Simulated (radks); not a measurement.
# Pt²⁶⁺ in [Ar] 3d10 4s2 4p5 4d10 4f6 5d1: an all-electron calculation

Aim: the levels, the sizes of the orbitals and the parts of the energy of the platinum ion Pt26+.

Program: radks (a radial shooting solver on a logarithmic mesh, Libxc functionals) version 1. Level of theory: Dirac Kohn-Sham, exchange-only PBE, spin-unpolarised, spherical densities, finite nucleus; open shells are shared between the two j in proportion to 2j + 1. These are calculated values, not measurements, unless marked.

## Step 1: The atom as given

* element: platinum (Z = 78)
* charge: +26
* electrons: 52
* configuration: [Ar] 3d10 4s2 4p5 4d10 4f6 5d1
* nuclear rms radius: 5.427 fm

Outer shells as boxes (Hund's rule):

Pt²⁶⁺
```
[Ar] core
3d [↑↓][↑↓][↑↓][↑↓][↑↓]
4s [↑↓]
4p [↑↓][↑↓][↑ ]
4d [↑↓][↑↓][↑↓][↑↓][↑↓]
4f [↑ ][↑ ][↑ ][↑ ][↑ ][↑ ][  ]
5d [↑ ][  ][  ][  ][  ]
```

## Step 2: The run

Input:

```text
Z 78
configuration [Ar] 3d10 4s2 4p5 4d10 4f6 5d1
relativity Dirac
functional pbe,
spin unpolarised
j_filling average
nucleus finite rms 5.427 fm
c 137.035999084
```

Started as:

```
> python run_ks.py task.json out
```

This one command runs every case of the session in turn.

Q: Predict the outcome of this run.

As calculated:

```
                        quantity                    value
                    total energy      -18105.4814 hartree
exchange-correlation share of it                   1.76 %
                            −T/E                   1.1459
          highest occupied level        5d5/2, -569.38 eV
    most extended occupied level  5d5/2, <r> = 0.858 bohr
 radius at density 0.001 e/bohr³                1.65 bohr
    maxima of the radial density                        4
```

5 principal shells are occupied and 4 maxima appear in the radial density; where shells overlap, one shows as a shoulder or not at all. Relativity lifts −T/E to 1.146. This is not the tabulated ground configuration, so its levels and sizes aren't those of the ground state, and no measured value stands beside it.
